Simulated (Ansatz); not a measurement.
# AlCl2H6NO: the cost of one run

All numbers below are computed with Ansatz 0.2.0 (RKS PBE/6-31G*).

## Step 1: The system as given

Bond lengths: Al1–Cl3 2.027 Å, Al1–Cl4 2.023 Å, Al1–O6 2.179 Å, O6–H9 0.955 Å, N8–H10 1.009 Å, N8–H11 1.008 Å. Angles: Cl3–Al1–Cl4 133.2°, Cl3–Al1–O6 107.4°, Cl4–Al1–O6 105.5°, Al1–O6–H9 120.7°, H10–N8–H11 110.7°.

Coordinates:

```xyz
11

Al   -0.9940   -1.1179   -0.9647
H     0.3624    0.2767   -1.4390
Cl   -0.2826   -2.9598   -1.4252
Cl   -2.7709   -0.2030   -1.2770
H     0.2107    0.3371    1.0522
O    -0.4956   -0.7278    1.1207
H     0.6943    0.8424   -0.7021
N     0.9199    1.3397    0.5227
H    -0.0313   -1.3800    1.6405
H     1.8883    1.3488    0.8051
H     0.4987    2.2436    0.6668
```

## Step 2: Pulling towards end A

Springs on the bonds that form and break draw the guess towards this end; the thresholds are loose.

input.yaml

```yaml
crystal:
  periodic: [false, false, false]
  atoms:
    - { symbol: Al, position_ang: [-0.994, -1.1179, -0.9647] }
    - { symbol: H, position_ang: [0.3624, 0.2767, -1.439] }
    - { symbol: Cl, position_ang: [-0.2826, -2.9598, -1.4252] }
    - { symbol: Cl, position_ang: [-2.7709, -0.203, -1.277] }
    - { symbol: H, position_ang: [0.2107, 0.3371, 1.0522] }
    - { symbol: O, position_ang: [-0.4956, -0.7278, 1.1207] }
    - { symbol: H, position_ang: [0.6943, 0.8424, -0.7021] }
    - { symbol: "N", position_ang: [0.9199, 1.3397, 0.5227] }
    - { symbol: H, position_ang: [-0.0313, -1.38, 1.6405] }
    - { symbol: H, position_ang: [1.8883, 1.3488, 0.8051] }
    - { symbol: H, position_ang: [0.4987, 2.2436, 0.6668] }
basis:
  gaussian: { orbitals: "6-31G*" }
hamiltonian:
  xc: pbe
relax:
  f_tol: 0.15
  max_steps: 25
  restrain:
    - { distance: [0, 5], at: 3.17, k: 30.0 }
    - { distance: [4, 7], at: 2.32, k: 30.0 }
    - { distance: [6, 1], at: 1.92, k: 30.0 }
    - { distance: [0, 1], at: 1.52, k: 30.0 }
    - { distance: [4, 5], at: 0.97, k: 30.0 }
    - { distance: [6, 7], at: 1.02, k: 30.0 }
```

Started as:

```console
ansatz run input.yaml --threads 2 --pin off --max-ram 3072MiB --backend cpu --events-out ev --progress --plain --runs-dir out
```

What time and memory should one allow on 2 threads of Intel Xeon 6975P-C (Granite Rapids), shared host?

About 17 s, with a peak of 0.16 GiB.
